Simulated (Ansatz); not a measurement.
What does this script print? It uses Ansatz's Python interface.

`pdos_cscdcl3.py`
```python
"""Which atoms and shells make the states of CsCdCl3."""

from dataclasses import dataclass
import warnings

import ansatz as az
import numpy as np


@dataclass(frozen=True)
class Options:
    k_spacing: float = 0.4
    cutoff_ev: int = 470
    xc: str = "pbesol"
    smearing: str = "fixed"
    tolerance: float = 1e-08
    n_empty: int = 16


opts = Options()

warnings.simplefilter("ignore", az.DeckWarning)

structure = (
    az.Lattice.of((5.2, 0.0, 0.0), (0.0, 5.2, 0.0), (0.0, 0.0, 5.2))
    .atom("Cs", (0.0, 0.0, 0.0))
    .atom("Cd", (0.5, 0.5, 0.5))
    .atom("Cl", (0.0, 0.5, 0.5))
    .atom("Cl", (0.5, 0.0, 0.5))
    .atom("Cl", (0.5, 0.5, 0.0))
)

calc = (
    structure.calculation()
    .kpoints(spacing=opts.k_spacing)
    .basis(opts.cutoff_ev)
    .functional(opts.xc)
    .occupations(opts.smearing)
    .scf(tolerance=opts.tolerance)
    .scf(extra_bands=opts.n_empty)
    .density_of_states(projected=True, method="smearing", broadening_width=0.15, energy_step=0.1)
)
session = calc.session()
planned = session.plan(threads=1)
out = planned.execute()
r = out.report

dos = out.density_of_states()
energy = np.asarray(dos.energies_ev) - dos.fermi_ev
curves = {}
for site in out.projected_density_of_states().sites:
    for shell in site.shells:
        weight = sum(np.sum(curve.g_bin_mean_per_ev, axis=0) for curve in shell.curves)
        name = f"{site.species} {shell.label}"
        curves[name] = curves.get(name, 0) + weight

print("E-EF   " + " ".join(f"{name:>8s}" for name in curves))
for e in np.arange(-10, 4 + 0.1, 0.5):
    print(f"{e:5.1f}  " + " ".join(f"{np.interp(e, energy, g):8.3f}" for g in curves.values()))
```

`python pdos_cscdcl3.py` gives:
```text
E-EF      Cs 5S    Cs 6S    Cs 5P    Cd 4S    Cd 5S    Cd 4P    Cd 4D    Cl 3S    Cl 3P
-10.0     0.000    0.000    0.000    0.000    0.000    0.000    0.000    0.000    0.000
 -9.5     0.000    0.000    0.000    0.000    0.000    0.000    0.000    0.000    0.000
 -9.0     0.000    0.000    0.000    0.000    0.000    0.000    0.000    0.000    0.000
 -8.5     0.000    0.000    0.000    0.000    0.000    0.000    0.000    0.000    0.000
 -8.0     0.000    0.000    0.000    0.000    0.000    0.000    0.000    0.000    0.000
 -7.5     0.000    0.000    0.000    0.000    0.000    0.000    0.003    0.000    0.000
 -7.0     0.000    0.000    0.016    0.000    0.031    0.000    3.995    0.018    0.531
 -6.5     0.001    0.005    0.292    0.000    0.027    0.000   19.477    0.095    0.576
 -6.0     0.000    0.009    5.777    0.000    0.000    0.000    0.387    0.029    0.177
 -5.5     0.000    0.002    0.633    0.000    0.000    0.000    0.012    0.002    0.009
 -5.0     0.000    0.000    0.000    0.000    0.027    0.000    0.000    0.000    0.054
 -4.5     0.000    0.000    0.000    0.001    0.189    0.000    0.009    0.017    0.510
 -4.0     0.000    0.003    0.000    0.000    0.139    0.001    0.002    0.012    0.452
 -3.5     0.000    0.004    0.002    0.001    0.412    0.001    0.161    0.081    1.306
 -3.0     0.000    0.000    0.015    0.000    0.002    0.002    0.001    0.000    0.801
 -2.5     0.000    0.003    0.009    0.000    0.075    0.002    0.040    0.016    1.124
 -2.0     0.001    0.027    0.003    0.000    0.001    0.000    0.017    0.002    0.365
 -1.5     0.009    0.179    0.141    0.000    0.048    0.003    0.256    0.059    6.744
 -1.0     0.002    0.021    0.074    0.000    0.030    0.001    0.135    0.021   10.514
 -0.5     0.000    0.002    0.051    0.000    0.023    0.001    0.276    0.011   11.257
  0.0     0.000    0.000    0.000    0.000    0.000    0.000    0.143    0.000    1.122
  0.5     0.000    0.000    0.000    0.000    0.000    0.000    0.000    0.000    0.000
  1.0     0.000    0.000    0.000    0.000    0.000    0.000    0.000    0.000    0.000
  1.5     0.000    0.001    0.000    0.000    0.024    0.000    0.000    0.004    0.000
  2.0     0.000    0.000    0.000    0.000    0.002    0.000    0.000    0.000    0.000
  2.5     0.000    0.000    0.000    0.000    0.003    0.000    0.000    0.000    0.001
  3.0     0.000    0.003    0.000    0.000    0.174    0.000    0.001    0.025    0.052
  3.5     0.001    0.013    0.001    0.000    0.628    0.000    0.003    0.078    0.228
  4.0     0.000    0.013    0.001    0.000    0.403    0.000    0.000    0.045    0.147
```

Notes:
- Semilocal gaps usually lie well under measured ones.
- Under fixed occupations the level called the Fermi level is the highest filled one on the SCF mesh; off the mesh a filled band can lie a little above it.
- The empty d shell of the heavier alkali and alkaline-earth atoms, which makes much of a conduction band, may have no channel.
- The crystal has a gap of about 1.68 eV on the mesh; any density of states at or just above the Fermi level is the tail of the broadening.
- The structure is a deposited one; some such entries were measured under pressure or heat, so a shift against it needn't be the functional's error alone.
- Curves are summed over the cell's atoms. Only shells that the potentials hold have channels, so projections don't add up to the total, least of all where a shell is missing (p of most metals); heights and places of peaks move with the mesh.
- The density of states is complete only as far up as bands were computed.
- Hardware and time: 8.3 s on 1 thread of Arm Neoverse N1, with other jobs on the host, peak memory 0.46 GiB.

(Lines on the test bed's own set-up are left out of the output.)
